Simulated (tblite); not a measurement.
# C7H13FOSi: the cost of one run

Computed with tblite 0.8.0 and PySCF 2.14.0, with density-fitted response routines of our own, on a single molecule in the gas phase. Atoms count from 0, in the outputs and in this text.

## 1. Starting geometry

23 atoms, charge 0, multiplicity 1; geometry from: force field or distance geometry start.

Bonds of the start (Å): C0–C1 1.49, C1–C2 1.20, C2–Si3 1.82, Si3–F4 1.70, Si3–C5 1.88, C5–C6 1.52, C5–O7 1.37, O7–C8 1.38, C8–C9 1.51, C0–H10 1.09, C0–H11 1.12, C0–H12 1.11, Si3–H13 1.46, C5–H14 1.11, C6–H15 1.10, C6–H16 1.11, C6–H17 1.09, C8–H18 1.13, C8–H19 1.12, C9–H20 1.12, C9–H21 1.10, C9–H22 1.13.

## 2. Geometry optimisation with GFN2-xTB

Job settings and geometry (Å):

```
{"job": {"kind": "relax", "xc": "GFN2-xTB", "basis": "xTB"}, "charge": 0, "multiplicity": 1}
C      3.836200     1.229200     0.332600
C      2.708100     0.274900     0.139500
C      1.819300    -0.517800    -0.013500
Si     0.450600    -1.683000    -0.306900
F      0.618800    -2.945800     0.822200
C     -1.191700    -0.847700     0.057300
C     -2.010400    -1.903800     0.787900
O     -1.811100    -0.398300    -1.077100
C     -2.038500     0.963900    -0.993400
C     -0.782700     1.780800    -0.834800
H      4.259800     1.009000     1.310900
H      4.574600     1.101300    -0.499100
H      3.393500     2.237200     0.226300
H      0.437700    -2.213500    -1.668800
H     -1.018600    -0.008900     0.761500
H     -2.536600    -2.488200     0.015800
H     -1.334300    -2.607400     1.317300
H     -2.685400    -1.449400     1.517700
H     -2.568000     1.273800    -1.938000
H     -2.728200     1.223100    -0.145100
H      0.024900     1.287400    -1.431100
H     -0.486600     1.879800     0.221600
H     -0.936100     2.830300    -1.233600
```

Started as:

```bash
OMP_NUM_THREADS=1 python probes_run.py task.json out
```

One launch serves the whole session: the jobs run in the order shown.

Q: Estimate the wall time and peak memory of this first job on 1 thread of Arm Neoverse N1, shared host.

About 1.8 s, with a peak of 0.18 GiB.
